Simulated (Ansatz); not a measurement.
# 128-atom supercell of rocksalt MgO

What do PBEsol, HSE06 and r²SCAN give for the perfect crystal in this cell, and at what cost?

All numbers are computed with Ansatz 0.2.0 (PAW, plane waves).

## 1. Starting point

128 atoms (64 O, 64 Mg); a = 11.920 Å, b = 11.920 Å, c = 11.920 Å, α = 60.00°, β = 60.00°, γ = 60.00°.

The runs, in order: (2) PBEsol single point at the single k point (¼, ¼, ¼), on 1 × NVIDIA GB300 with 8 threads of Arm Neoverse-V2; (3) HSE06 single point at the single k point (¼, ¼, ¼), on 1 × NVIDIA GB300 with 8 threads of Arm Neoverse-V2; (4) r²SCAN single point at the single k point (¼, ¼, ¼), on 1 × NVIDIA GB300 with 8 threads of Arm Neoverse-V2.

## 2. PBEsol on the given atoms

The input, in.yaml:

```yaml
crystal:
  lattice:
    - [0.000000, 8.428808, 8.428808]
    - [8.428808, 0.000000, 8.428808]
    - [8.428808, 8.428808, 0.000000]
  atoms:
    - { symbol: O, position: [0.375000, 0.125000, 0.125000] }
    - { symbol: O, position: [0.875000, 0.125000, 0.125000] }
    - { symbol: O, position: [0.125000, 0.375000, 0.375000] }
    - { symbol: O, position: [0.375000, 0.625000, 0.125000] }
    - { symbol: O, position: [0.375000, 0.125000, 0.625000] }
    - { symbol: O, position: [0.625000, 0.375000, 0.375000] }
    - { symbol: O, position: [0.875000, 0.625000, 0.125000] }
    - { symbol: O, position: [0.875000, 0.125000, 0.625000] }
    - { symbol: O, position: [0.125000, 0.875000, 0.375000] }
    - { symbol: O, position: [0.125000, 0.375000, 0.875000] }
    - { symbol: O, position: [0.375000, 0.625000, 0.625000] }
    - { symbol: O, position: [0.625000, 0.875000, 0.375000] }
    - { symbol: O, position: [0.625000, 0.375000, 0.875000] }
    - { symbol: O, position: [0.875000, 0.625000, 0.625000] }
    - { symbol: O, position: [0.125000, 0.875000, 0.875000] }
    - { symbol: O, position: [0.625000, 0.875000, 0.875000] }
    - { symbol: O, position: [0.125000, 0.375000, 0.125000] }
    - { symbol: O, position: [0.375000, 0.125000, 0.375000] }
    - { symbol: O, position: [0.625000, 0.375000, 0.125000] }
    - { symbol: O, position: [0.875000, 0.125000, 0.375000] }
    - { symbol: O, position: [0.125000, 0.875000, 0.125000] }
    - { symbol: O, position: [0.125000, 0.375000, 0.625000] }
    - { symbol: O, position: [0.375000, 0.625000, 0.375000] }
    - { symbol: O, position: [0.625000, 0.875000, 0.125000] }
    - { symbol: O, position: [0.375000, 0.125000, 0.875000] }
    - { symbol: O, position: [0.625000, 0.375000, 0.625000] }
    - { symbol: O, position: [0.875000, 0.625000, 0.375000] }
    - { symbol: O, position: [0.875000, 0.125000, 0.875000] }
    - { symbol: O, position: [0.125000, 0.875000, 0.625000] }
    - { symbol: O, position: [0.375000, 0.625000, 0.875000] }
    - { symbol: O, position: [0.625000, 0.875000, 0.625000] }
    - { symbol: O, position: [0.875000, 0.625000, 0.875000] }
    - { symbol: O, position: [0.125000, 0.125000, 0.375000] }
    - { symbol: O, position: [0.375000, 0.375000, 0.125000] }
    - { symbol: O, position: [0.625000, 0.125000, 0.375000] }
    - { symbol: O, position: [0.875000, 0.375000, 0.125000] }
    - { symbol: O, position: [0.125000, 0.625000, 0.375000] }
    - { symbol: O, position: [0.375000, 0.875000, 0.125000] }
    - { symbol: O, position: [0.125000, 0.125000, 0.875000] }
    - { symbol: O, position: [0.375000, 0.375000, 0.625000] }
    - { symbol: O, position: [0.625000, 0.625000, 0.375000] }
    - { symbol: O, position: [0.875000, 0.875000, 0.125000] }
    - { symbol: O, position: [0.625000, 0.125000, 0.875000] }
    - { symbol: O, position: [0.875000, 0.375000, 0.625000] }
    - { symbol: O, position: [0.125000, 0.625000, 0.875000] }
    - { symbol: O, position: [0.375000, 0.875000, 0.625000] }
    - { symbol: O, position: [0.625000, 0.625000, 0.875000] }
    - { symbol: O, position: [0.875000, 0.875000, 0.625000] }
    - { symbol: O, position: [0.125000, 0.125000, 0.125000] }
    - { symbol: O, position: [0.625000, 0.125000, 0.125000] }
    - { symbol: O, position: [0.125000, 0.625000, 0.125000] }
    - { symbol: O, position: [0.125000, 0.125000, 0.625000] }
    - { symbol: O, position: [0.375000, 0.375000, 0.375000] }
    - { symbol: O, position: [0.625000, 0.625000, 0.125000] }
    - { symbol: O, position: [0.625000, 0.125000, 0.625000] }
    - { symbol: O, position: [0.875000, 0.375000, 0.375000] }
    - { symbol: O, position: [0.125000, 0.625000, 0.625000] }
    - { symbol: O, position: [0.375000, 0.875000, 0.375000] }
    - { symbol: O, position: [0.375000, 0.375000, 0.875000] }
    - { symbol: O, position: [0.625000, 0.625000, 0.625000] }
    - { symbol: O, position: [0.875000, 0.875000, 0.375000] }
    - { symbol: O, position: [0.875000, 0.375000, 0.875000] }
    - { symbol: O, position: [0.375000, 0.875000, 0.875000] }
    - { symbol: O, position: [0.875000, 0.875000, 0.875000] }
    - { symbol: Mg, position: [0.000000, 0.000000, 0.000000] }
    - { symbol: Mg, position: [0.500000, 0.000000, 0.000000] }
    - { symbol: Mg, position: [0.000000, 0.500000, 0.000000] }
    - { symbol: Mg, position: [0.000000, 0.000000, 0.500000] }
    - { symbol: Mg, position: [0.250000, 0.250000, 0.250000] }
    - { symbol: Mg, position: [0.500000, 0.500000, 0.000000] }
    - { symbol: Mg, position: [0.500000, 0.000000, 0.500000] }
    - { symbol: Mg, position: [0.750000, 0.250000, 0.250000] }
    - { symbol: Mg, position: [0.000000, 0.500000, 0.500000] }
    - { symbol: Mg, position: [0.250000, 0.750000, 0.250000] }
    - { symbol: Mg, position: [0.250000, 0.250000, 0.750000] }
    - { symbol: Mg, position: [0.500000, 0.500000, 0.500000] }
    - { symbol: Mg, position: [0.750000, 0.750000, 0.250000] }
    - { symbol: Mg, position: [0.750000, 0.250000, 0.750000] }
    - { symbol: Mg, position: [0.250000, 0.750000, 0.750000] }
    - { symbol: Mg, position: [0.750000, 0.750000, 0.750000] }
    - { symbol: Mg, position: [0.000000, 0.000000, 0.250000] }
    - { symbol: Mg, position: [0.250000, 0.250000, 0.000000] }
    - { symbol: Mg, position: [0.500000, 0.000000, 0.250000] }
    - { symbol: Mg, position: [0.750000, 0.250000, 0.000000] }
    - { symbol: Mg, position: [0.000000, 0.500000, 0.250000] }
    - { symbol: Mg, position: [0.250000, 0.750000, 0.000000] }
    - { symbol: Mg, position: [0.000000, 0.000000, 0.750000] }
    - { symbol: Mg, position: [0.250000, 0.250000, 0.500000] }
    - { symbol: Mg, position: [0.500000, 0.500000, 0.250000] }
    - { symbol: Mg, position: [0.750000, 0.750000, 0.000000] }
    - { symbol: Mg, position: [0.500000, 0.000000, 0.750000] }
    - { symbol: Mg, position: [0.750000, 0.250000, 0.500000] }
    - { symbol: Mg, position: [0.000000, 0.500000, 0.750000] }
    - { symbol: Mg, position: [0.250000, 0.750000, 0.500000] }
    - { symbol: Mg, position: [0.500000, 0.500000, 0.750000] }
    - { symbol: Mg, position: [0.750000, 0.750000, 0.500000] }
    - { symbol: Mg, position: [0.000000, 0.250000, 0.000000] }
    - { symbol: Mg, position: [0.250000, 0.000000, 0.250000] }
    - { symbol: Mg, position: [0.500000, 0.250000, 0.000000] }
    - { symbol: Mg, position: [0.750000, 0.000000, 0.250000] }
    - { symbol: Mg, position: [0.000000, 0.750000, 0.000000] }
    - { symbol: Mg, position: [0.000000, 0.250000, 0.500000] }
    - { symbol: Mg, position: [0.250000, 0.500000, 0.250000] }
    - { symbol: Mg, position: [0.500000, 0.750000, 0.000000] }
    - { symbol: Mg, position: [0.250000, 0.000000, 0.750000] }
    - { symbol: Mg, position: [0.500000, 0.250000, 0.500000] }
    - { symbol: Mg, position: [0.750000, 0.500000, 0.250000] }
    - { symbol: Mg, position: [0.750000, 0.000000, 0.750000] }
    - { symbol: Mg, position: [0.000000, 0.750000, 0.500000] }
    - { symbol: Mg, position: [0.250000, 0.500000, 0.750000] }
    - { symbol: Mg, position: [0.500000, 0.750000, 0.500000] }
    - { symbol: Mg, position: [0.750000, 0.500000, 0.750000] }
    - { symbol: Mg, position: [0.250000, 0.000000, 0.000000] }
    - { symbol: Mg, position: [0.750000, 0.000000, 0.000000] }
    - { symbol: Mg, position: [0.000000, 0.250000, 0.250000] }
    - { symbol: Mg, position: [0.250000, 0.500000, 0.000000] }
    - { symbol: Mg, position: [0.250000, 0.000000, 0.500000] }
    - { symbol: Mg, position: [0.500000, 0.250000, 0.250000] }
    - { symbol: Mg, position: [0.750000, 0.500000, 0.000000] }
    - { symbol: Mg, position: [0.750000, 0.000000, 0.500000] }
    - { symbol: Mg, position: [0.000000, 0.750000, 0.250000] }
    - { symbol: Mg, position: [0.000000, 0.250000, 0.750000] }
    - { symbol: Mg, position: [0.250000, 0.500000, 0.500000] }
    - { symbol: Mg, position: [0.500000, 0.750000, 0.250000] }
    - { symbol: Mg, position: [0.500000, 0.250000, 0.750000] }
    - { symbol: Mg, position: [0.750000, 0.500000, 0.500000] }
    - { symbol: Mg, position: [0.000000, 0.750000, 0.750000] }
    - { symbol: Mg, position: [0.500000, 0.750000, 0.750000] }
  symmetry: { detect: false }
kpoints:
  mp_grid: { grid: [1, 1, 1], shift: [0.25, 0.25, 0.25] }
hamiltonian:
  xc: pbesol
scf:
  occupations: { method: fermi_dirac, width: 0.01 }
output:
  forces: true
  eigenvalues: true
  stress: true
  populations: true
  eigenstates: { kpoints: [[0.25, 0.25, 0.25]], e_range: [-6.0, 6.0], localisation: true }
```

## 3. HSE06 single point

in.yaml: that of step 2 with these lines changed.

```diff
@@ -138,3 +138,3 @@
 hamiltonian:
-  xc: pbesol
+  xc: hse06
 scf:
@@ -144,3 +144,2 @@
   eigenvalues: true
-  stress: true
   populations: true
```

## 4. r²SCAN single point

in.yaml: that of step 3 with these lines changed.

```diff
@@ -138,3 +138,3 @@
 hamiltonian:
-  xc: hse06
+  xc: r2scan
 scf:
```

Before running it: what results should come out? Wanted: for each run, top filled to lowest empty; energy; pressure.

The runs gave:

| level | time | top filled to lowest empty (eV) | energy (eV/atom) | pressure (GPa) |
| --- | --- | --- | --- | --- |
| PBEsol | 15 s (GPU) | 4.91 | -1237.9323 | -0.01 |
| HSE06 | 68 s (GPU) | 6.77 | -1247.1715 | - |
| r²SCAN | 20 s (GPU) | 5.90 | -1249.1647 | - |

**Reading.** At the same k points, PBEsol gives a spacing 1.86 eV smaller and r²SCAN gives a spacing 0.88 eV smaller than the 6.77 eV of HSE06. Exact exchange costs time: HSE06 ran about 4.5 times as long as PBEsol on the same kind of device. With one k point the spacing samples only the states that fold onto it, so it can exceed the gap over the zone.
